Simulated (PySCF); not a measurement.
# Si2H5O3F (SMILES O[SiH](O)O[SiH2]F): levels of theory compared

Aim: a comparison of 6 runs (HF/STO-3G, B3LYP/6-31G*, CAM-B3LYP/def2-SVP, PBE0/def2-SVP, CCSD(T)/6-31G*) of Si2H5O3F. Input form: a Python script.

The results are computed with PySCF 2.14.0.

## 1. Starting point

Si2H5O3F: 11 atoms, total charge 0, spin state singlet. SMILES: `O[SiH](O)O[SiH2]F`. Geometry: relaxed at PBE0-D4/def2-TZVP. This is one conformer, not always the lowest.

Bond lengths: O1–Si2 1.629 Å, Si2–O3 1.638 Å, Si2–O4 1.625 Å, O4–Si5 1.620 Å, Si5–F6 1.592 Å, O1–H7 0.959 Å, Si2–H8 1.472 Å, O3–H9 0.958 Å, Si5–H10 1.478 Å, Si5–H11 1.479 Å. Some angles: O1–Si2–O3 113.3°, O1–Si2–O4 110.9°, O3–Si2–O4 104.3°, Si2–O4–Si5 148.0°, O4–Si5–F6 107.7°, O1–Si2–H8 105.1°, O3–Si2–H8 112.1°, O4–Si2–H8 111.3°, Si2–O1–H7 118.7°, Si2–O3–H9 117.9°.

## 2. Energy and forces at HF/STO-3G (run 1)

Input file start.xyz:

```xyz
11

O     -1.717800    -1.065900     1.356000
Si    -0.231500    -0.901800     0.710600
O      0.820200    -0.121900     1.694400
O     -0.280300     0.013900    -0.630500
Si     0.485000     1.045400    -1.617900
F     -0.056900     0.796300    -3.093800
H     -2.238300    -0.277900     1.520000
H      0.207100    -2.273900     0.406000
H      0.988500    -0.497400     2.559500
H      0.148700     2.438300    -1.255900
H      1.940900     0.787800    -1.627800
```

Input file input.py:

```python
from pyscf import gto, scf

mol = gto.M(
    atom='start.xyz',
    basis='sto-3g',
    verbose=4,
    max_memory=1860,
)

calc0 = scf.RHF(mol)
calc0.conv_tol = 1e-10
calc0.kernel()
if not calc0.converged:
    calc0 = calc0.newton().run(calc0.mo_coeff, calc0.mo_occ)

energy = calc0.e_tot
print('E = %.10f Eh' % energy)
grad = calc0.nuc_grad_method().kernel()
calc0.analyze()
```

Run with:

```
$ OMP_NUM_THREADS=1 python input.py
```

Output:

```text
PySCF version 2.14.0

[... 82 lines left out ...]
Two-electron Energy =                  752.764056128139259
[... 10 lines left out ...]
MO #7   energy= -6.0430851130154   occ= 2
[... 8 lines left out ...]
MO #16  energy= -1.26902413067701  occ= 2
[... 8 lines left out ...]
MO #25  energy= -0.472163531896922 occ= 2
[... 8 lines left out ...]
MO #34  energy= 0.430575630998761  occ= 0
[... 8 lines left out ...]
MO #43  energy= 0.79284700805369   occ= 0
[... 57 lines left out ...]
Dipole moment(X, Y, Z, Debye):  0.62568,  0.37318,  1.67112
```

Run time: 5.7 s. Hardware: 1 thread of Intel Xeon at 2.70GHz, shared host; peak memory 0.12 GiB.

## 3. Energy and gradient at B3LYP/6-31G(d) (spherical functions) (run 2)

Input file job.py:

```python
# O[SiH](O)O[SiH2]F
from pyscf import gto, dft

molecule = gto.M(
    atom='''
O     -1.717800    -1.065900     1.356000
Si    -0.231500    -0.901800     0.710600
O      0.820200    -0.121900     1.694400
O     -0.280300     0.013900    -0.630500
Si     0.485000     1.045400    -1.617900
F     -0.056900     0.796300    -3.093800
H     -2.238300    -0.277900     1.520000
H      0.207100    -2.273900     0.406000
H      0.988500    -0.497400     2.559500
H      0.148700     2.438300    -1.255900
H      1.940900     0.787800    -1.627800
''',
    verbose=3,
    max_memory=1860,
    basis='6-31g*',
    charge=0,
)

calc0 = dft.RKS(molecule)
calc0.xc = 'b3lyp'
calc0.grids.level = 5
calc0.conv_tol = 1e-10
calc0.kernel()
if not calc0.converged:
    calc0 = calc0.newton().run(calc0.mo_coeff, calc0.mo_occ)

e_final = calc0.e_tot
print('E(%s) = %.9f' % ('B3LYP', e_final))
grad = calc0.nuc_grad_method().kernel()
dip = calc0.dip_moment()
pop, q = calc0.mulliken_pop()
```

Run with:

```
$ OMP_NUM_THREADS=1 python job.py
```

Output:

```text
converged SCF energy = -907.72958750643
[... 9 lines left out ...]
Dipole moment(X, Y, Z, Debye):  0.28627,  0.59214,  2.62822
[... 114 lines left out ...]
charge of   10H =     -0.11361
```

It took 80 s on 1 thread of Intel Xeon at 2.70GHz, shared host; peak memory 1 GiB.

Runs 3 to 4 aren't shown in full; the table further down has their settings and results.

## 4. Energy and forces at PBE0/def2-SVP (run 5)

Input file mol.xyz:

```xyz
11

O     -1.717800    -1.065900     1.356000
Si    -0.231500    -0.901800     0.710600
O      0.820200    -0.121900     1.694400
O     -0.280300     0.013900    -0.630500
Si     0.485000     1.045400    -1.617900
F     -0.056900     0.796300    -3.093800
H     -2.238300    -0.277900     1.520000
H      0.207100    -2.273900     0.406000
H      0.988500    -0.497400     2.559500
H      0.148700     2.438300    -1.255900
H      1.940900     0.787800    -1.627800
```

Input file job.py:

```python
import pyscf.grad
from pyscf import gto, dft

molecule = gto.M(
    atom='mol.xyz',
    max_memory=1860,
    basis='def2-svp',
    spin=0,
    verbose=3,
)

mf = dft.RKS(molecule)
mf.xc = 'pbe0'
mf.conv_tol = 1e-10
mf.grids.level = 5
mf.kernel()
if not mf.converged:
    mf = mf.newton().run(mf.mo_coeff, mf.mo_occ)

e_tot = mf.e_tot
print('E = %.10f Eh' % e_tot)
grad = mf.Gradients().kernel()
dip = mf.dip_moment()
pop, q = mf.mulliken_pop()
```

Run with:

```
$ OMP_NUM_THREADS=1 python job.py
```

Output:

```text
converged SCF energy = -906.72558304463
[... 9 lines left out ...]
Dipole moment(X, Y, Z, Debye):  0.28650,  0.57956,  2.73257
[... 129 lines left out ...]
charge of   10H =     -0.12228
```

Run time: 72 s. Hardware: 1 thread of Intel Xeon at 2.70GHz, shared host; peak memory 1.2 GiB.

## 5. A single-point energy at CCSD(T)/6-31G(d) (spherical functions) (run 6)

Input file input.py:

```python
# O[SiH](O)O[SiH2]F
from pyscf import gto, scf, cc

mol = gto.M(
    atom='''
O     -3.246172    -2.014259     2.562469
Si    -0.437472    -1.704155     1.342839
O      1.549953    -0.230358     3.201952
O     -0.529690     0.026267    -1.191472
Si     0.916517     1.975520    -3.057388
F     -0.107525     1.504789    -5.846435
H     -4.229774    -0.525155     2.872384
H      0.391362    -4.297048     0.767229
H      1.867994    -0.939950     4.836754
H      0.281002     4.607719    -2.373307
H      3.667769     1.488726    -3.076096
''',
    verbose=4,
    charge=0,
    unit='bohr',
    basis='6-31g*',
    max_memory=1860,
)

mf = scf.RHF(mol)
mf.conv_tol = 1e-10
mf.kernel()
if not mf.converged:
    mf = mf.newton().run(mf.mo_coeff, mf.mo_occ)

mycc = cc.CCSD(mf, frozen=14)
mycc.kernel()
e_t = mycc.ccsd_t()
e_tot = mycc.e_tot + e_t
print('Final energy', e_tot)
mf.analyze()
```

Run with:

```
$ OMP_NUM_THREADS=1 python input.py
```

Output:

```text
PySCF version 2.14.0

[... 109 lines left out ...]
MO #7   energy= -6.18506677822906  occ= 2
[... 18 lines left out ...]
MO #26  energy= -0.597923441946518 occ= 2
[... 18 lines left out ...]
MO #45  energy= 0.3974640274551    occ= 0
[... 18 lines left out ...]
MO #64  energy= 1.26418994495967   occ= 0
[... 18 lines left out ...]
MO #83  energy= 2.03344131842095   occ= 0
[... 18 lines left out ...]
MO #102 energy= 3.25161976010267   occ= 0
[... 116 lines left out ...]
Dipole moment(X, Y, Z, Debye):  0.47716,  0.64016,  2.79374
```

Wall time 81 s (1 thread of Intel Xeon at 2.70GHz, shared host); peak memory 0.69 GiB.

## 6. Overview of the runs

```tsv
run	level	integration grid	Cartesian functions	energy (Eh)	dipole moment (D) of the reference	HOMO energy (eV)	LUMO energy (eV)	wall time
1	HF/STO-3G	–	no	-893.783615	1.82	-8.87	11.72	5.7 s
2	B3LYP/6-31G* (spherical functions)	5	no	-907.729588	2.71	-8.58	0.86	80 s
3	B3LYP/6-31G* (Cartesian functions)	5	yes	-907.738565	2.71	-8.58	0.81	82 s
4	CAM-B3LYP/def2-SVP	5	no	-907.229237	2.81	-10.28	2.05	2 min
5	PBE0/def2-SVP	5	no	-906.725583	2.81	-8.88	1.14	72 s
6	CCSD(T)/6-31G* (spherical functions)	–	no	-905.926745	2.91	-12.61	4.40	81 s
```

## 7. What came out

| quantity | value |
| --- | --- |
| run 6: total energy | -905.92675 Eh |
| run 6: dipole moment (Hartree–Fock density) | 2.91 D |
| run 6: HOMO energy (Hartree–Fock orbitals) | -12.61 eV |
| run 6: LUMO energy (Hartree–Fock orbitals) | 4.40 eV |
| run 6: HOMO–LUMO gap (Hartree–Fock orbitals) | 17.01 eV |
| run 6: correlation energy (14 core orbitals frozen) | -902.6 mEh |
| run 6: (T) correction | -16.01 mEh |
| run 6: T1 diagnostic | 0.012 |

What this shows: Over runs 1, 2, 3, 4, 5 the dipole moment (its size) runs from 1.82 D (HF/STO-3G) to 2.81 D (PBE0/def2-SVP). The two ends differ in method and basis. Over runs 1, 2, 3, 4, 5 the HOMO–LUMO gap runs from 9.39 eV (B3LYP/6-31G*) to 20.59 eV (HF/STO-3G). Totals of different functionals can't be ranked against each other. In run 1 the basis is minimal, so the values are rough. All runs together took 7.4 min, the longest 2 min.
